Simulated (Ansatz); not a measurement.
**FeI3 (ReO3 type): equation of state**

The task here is to estimate one member of a computed series from the others.

Method: DFT PBE, scalar-relativistic, plane waves, PAW, in Ansatz 0.2.0.

3 further runs of the same task are left out: 1 that didn't finish, 2 set aside as unsound or not needed. Runs told in other sessions of the task aren't counted.

## The starting structure

The structure is cubic, space group Pm-3m (No. 221). Conventional cell: a = 5.524 Å, b = 5.524 Å, c = 5.524 Å, α = 90.00°, β = 90.00°, γ = 90.00°. Fe (site symmetry m-3m) is surrounded by 6 I at 2.76 Å. I (site symmetry 4/mmm) is surrounded by 2 Fe at 2.76 Å.

Structure file:

```cif
data_structure
_symmetry_space_group_name_H-M 'Pm-3m'
_symmetry_Int_Tables_number 221
_cell_length_a 5.5237
_cell_length_b 5.5237
_cell_length_c 5.5237
_cell_angle_alpha 90.000
_cell_angle_beta 90.000
_cell_angle_gamma 90.000
_cell_volume 168.54
loop_
_atom_site_label
_atom_site_type_symbol
_atom_site_symmetry_multiplicity
_atom_site_Wyckoff_symbol
_atom_site_fract_x
_atom_site_fract_y
_atom_site_fract_z
_atom_site_occupancy
Fe1 Fe 1 a 0.00000 0.00000 0.00000 1
I1 I 3 d 0.50000 0.00000 0.00000 1
```

An earlier run at PBE left this cell at 42.134 Å³/atom and 0.03 GPa (6×6×3 mesh). The large moments point both ways and cancel.

Volume factors to run: 0.980, 1.020, 0.960, 1.040, 1.070, 1.100, 0.945.

The first run:

File input.yaml:

```yaml
crystal:
  lattice:
    - [5.4866496321, 0.0, 5.4866496321]
    - [0.0, 5.4866496321, 5.4866496321]
    - [0.0, 0.0, 10.9732992643]
  atoms:
    - { symbol: Fe, position: [0.0, 0.0, 0.0], spin: 3.71 }
    - { symbol: I, position: [0.5, 0.0, 0.75] }
    - { symbol: I, position: [0.0, 0.0, 0.25] }
    - { symbol: I, position: [0.0, 0.5, 0.75] }
    - { symbol: Fe, position: [0.0, 0.0, 0.5], spin: -3.71 }
    - { symbol: I, position: [0.5, 0.0, 0.25] }
    - { symbol: I, position: [0.0, 0.0, 0.75] }
    - { symbol: I, position: [0.0, 0.5, 0.25] }
basis:
  ecutwfc: 420
  ecutrho_ratio: 4
kpoints:
  mp_grid: { grid: [6, 6, 3] }
hamiltonian:
  xc: pbe
scf:
  occupations: { method: gaussian, width: 0.05 }
output:
  forces: true
  stress: true
  eigenvalues: true
  populations: true
magnetization:
  spin_polarized: true
relax:
  f_tol: 0.01
  max_steps: 40
```

Run with:

```sh
$ ansatz run input.yaml --threads 2 --pin off --max-ram 2662MiB --backend cpu --events-out ev --progress --plain --runs-dir out
```

Among the steps run: Scaling the volume by 0.980; At 1.020 of the relaxed volume; Volume × 0.960; Volume × 1.040; Volume × 1.070; Scaling the volume by 1.100; Scaling the volume by 0.945.

One of the session's tables, all rows but one given; the rest of the session is left out.

It belongs to the step «Energy and pressure against volume». 

```
volume (Å³/atom)  energy (meV/atom)  pressure (GPa)  moment of atom 1 (μB)
          39.817              11.43            1.66                   3.30
          40.449               5.93            1.16                   3.33
          41.292               1.49            0.56                   3.35
          42.134               0.00            0.03                   3.38
          42.977               1.17           -0.45                   3.40
          43.820               4.71           -0.87                   3.42
          45.084                  ?               ?                      ?
          46.348              26.76           -1.87                   3.48
```

Estimate the missing values for volume (Å³/atom) = 45.084.

Worked estimate for «energy (meV/atom)». A straight line through the neighbours (43.820, 4.71) and (46.348, 26.76) gives 4.71 + (26.76 − 4.71) × (45.084 − 43.820) / (46.348 − 43.820) = 15.74; a parabola fitted to 3 rows on both sides gives 13.59.

The run gave: energy (meV/atom): 13.84; pressure (GPa): -1.42; moment of atom 1 (μB): 3.45. In «energy (meV/atom)» the line misses by +1.90 and the parabola by -0.25.

Limits of these values: Warnings in the runs' records: stress scf threshold loose, xc potential rough in thin density, stability check not made, k point list ram cut.
